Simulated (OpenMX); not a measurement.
Crystal: HfIn4SiO6.

```
Hf In Si O
1.0
     2.41418   -8.12947   -0.00361
     2.41418    8.12947   -0.00361
    -0.98872    0.00000    4.73072
Hf In Si O
1 4 1 6
Direct
  0.00000 0.00000 0.00000
  0.66321 0.33679 0.00000
  0.16197 0.83803 0.50000
  0.33679 0.66321 0.00000
  0.83803 0.16197 0.50000
  0.50000 0.50000 0.50000
  0.73033 0.73033 0.27051
  0.26967 0.26967 0.72949
  0.19575 0.35695 0.27609
  0.64305 0.80425 0.72391
  0.80425 0.64305 0.72391
  0.35695 0.19575 0.27609
```

The cell was built by a generator and needn't be a form met in nature.

Base run:

- Program: OpenMX 3.8.5
- Functional: PBE
- Potentials or basis: OpenMX 2013 PBE set, Hf7.0-s3p2d2f1, In7.0-s3p2d2, Si7.0-s2p2d1, O6.0-s2p2d1, grid cutoff 500 Ry
- k mesh: 7 × 7 × 7
- Occupations: fermi-dirac, width 0.05 eV
- Spin: no spin polarisation

Its results: pressure 0.6 GPa; largest force 0.749 eV/Å.

Question: The run is repeated on the same cell with these changes: functional from PBE to LDA; potentials or basis from OpenMX 2013 PBE set, Hf7.0-s3p2d2f1, In7.0-s3p2d2, Si7.0-s2p2d1, O6.0-s2p2d1, grid cutoff 500 Ry to OpenMX 2013 LDA set, Hf7.0-s3p2d2f1, In7.0-s3p2d2, Si7.0-s2p2d1, O6.0-s2p2d1, grid cutoff 500 Ry. What comes out?

Answer: Pressure -7.3 GPa; largest force 0.781 eV/Å.

Caveats: the basis of atomic orbitals isn't converged, which shifts pressures, moduli and gaps.
